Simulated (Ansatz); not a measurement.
# Cu2Ni: the cost of one run

Computed with Ansatz 0.2.0 (DFT PBE, scalar-relativistic, plane waves, PAW, unless a step's input says otherwise).

2 further runs of the same task are left out: 2 that didn't finish.

### Step 1. The system as given

The structure is hexagonal, space group P-6m2 (No. 187). Conventional cell: a = 2.544 Å, b = 2.544 Å, c = 12.699 Å, α = 90.00°, β = 90.00°, γ = 120.00°. Cu (site symmetry 3m) has 9 Cu at 2.54 to 2.58 Å and 3 Ni at 2.58 Å as nearest neighbours. Cu (site symmetry -6m2) is surrounded by 6 Cu at 2.54 Å and 6 Ni at 2.58 Å. Cu (site symmetry -6m2) is surrounded by 12 Cu at 2.54 to 2.58 Å. Ni (site symmetry 3m) is surrounded by 6 Ni at 2.54 Å and 6 Cu at 2.58 Å.

Structure file:

```
CELL_PARAMETERS angstrom
2.54438 0.00000 0.00000
-1.27219 2.20350 0.00000
0.00000 0.00000 12.69934
ATOMIC_POSITIONS crystal
Cu 0.33333 0.66667 0.83333
Cu 0.33333 0.66667 0.16667
Cu 0.33333 0.66667 0.50000
Cu 0.66667 0.33333 0.00000
Ni 0.66667 0.33333 0.33333
Ni 0.66667 0.33333 0.66667
```

The start is an ordering of an alloy on its end members' structure types: elements ordered on the sites of the Ni type, Cu/Ni on Ni (P-6m2, No. 187).

### Step 2. The guess as it stands, on a coarse mesh

Input file input.yaml:

```yaml
crystal:
  lattice:
    - [2.54437751, 0.0, 0.0]
    - [-1.27218876, 2.20349556, 0.0]
    - [0.0, 0.0, 12.69934299]
  atoms:
    - { symbol: Cu, position: [0.33333333, 0.66666667, 0.83333333] }
    - { symbol: Cu, position: [0.33333333, 0.66666667, 0.16666667] }
    - { symbol: Cu, position: [0.33333333, 0.66666667, 0.5] }
    - { symbol: Cu, position: [0.66666667, 0.33333333, 0.0] }
    - { symbol: Ni, position: [0.66666667, 0.33333333, 0.33333333], spin: 2.0 }
    - { symbol: Ni, position: [0.66666667, 0.33333333, 0.66666667], spin: 2.0 }
basis:
  ecutwfc: 420
kpoints:
  mp_grid: { grid: [6, 6, 2] }
hamiltonian:
  xc: pbe
scf:
  occupations: { method: gaussian, width: 0.1 }
  lower_state_search: "off"
output:
  forces: true
  stress: true
  eigenvalues: true
  populations: true
magnetization:
  spin_polarized: true
```

The run is started by

```
$ ansatz run input.yaml --threads 1 --pin off --max-ram 2560MiB --backend cpu --events-out ev --progress --plain --runs-dir out
```

Q: Estimate wall time and peak memory on 1 thread of Arm Neoverse V1, shared host.

About 46 s, with a peak of 0.39 GiB.
